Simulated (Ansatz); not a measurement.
# BaTiO3: the cost of one run

Method: DFT PBE, scalar-relativistic, plane waves, PAW, in Ansatz 0.2.0.

**1. The system as given**

It takes space group Pm-3m (No. 221, cubic). Conventional cell: a = 4.006 Å, b = 4.006 Å, c = 4.006 Å, α = 90.00°, β = 90.00°, γ = 90.00°. Ba (site symmetry m-3m) is surrounded by 12 O at 2.83 Å. Around Ti (site symmetry m-3m) lie 6 O at 2.00 Å. O (site symmetry 4/mmm) is surrounded by 2 Ti at 2.00 Å and 4 Ba at 2.83 Å.

As a file:

```
Ba Ti O
1.0
     4.00600    0.00000    0.00000
     0.00000    4.00600    0.00000
     0.00000    0.00000    4.00600
Ba Ti O
1 1 3
Direct
  0.50000 0.50000 0.50000
  0.00000 0.00000 0.00000
  0.50000 0.00000 0.00000
  0.00000 0.50000 0.00000
  0.00000 0.00000 0.50000
```

Source of the structure: the Crystallography Open Database.

(A quick probe on a coarse mesh, which set the mesh and smearing, is not shown.)

**3. Full relaxation**

input.yaml

```yaml
crystal:
  lattice:
    - [4.006, 0.0, 0.0]
    - [0.0, 4.006, 0.0]
    - [0.0, 0.0, 4.006]
  atoms:
    - { symbol: Ba, position: [0.5, 0.5, 0.5] }
    - { symbol: Ti, position: [0.0, 0.0, 0.0] }
    - { symbol: O, position: [0.5, 0.0, 0.0] }
    - { symbol: O, position: [0.0, 0.5, 0.0] }
    - { symbol: O, position: [0.0, 0.0, 0.5] }
basis:
  ecutwfc: 420
kpoints:
  mp_grid: { grid: [4, 4, 4] }
hamiltonian:
  xc: pbe
scf:
  occupations: { method: gaussian, width: 0.02 }
output:
  forces: true
  stress: true
  eigenvalues: true
relax:
  adjacent_minimum: "off"
  f_tol: 0.005
  max_steps: 80
  cell: { stress_tol: 0.05 }
```

Launch:

```console
> ansatz run input.yaml --threads 1 --pin off --max-ram 2560MiB --backend cpu --events-out ev --progress --plain --runs-dir out
```

**Question.** How long does this run take on 1 thread of Intel Xeon 6975P-C (Granite Rapids), shared host, and how much memory does it need?

About 5.6 s, with a peak of 0.4 GiB.
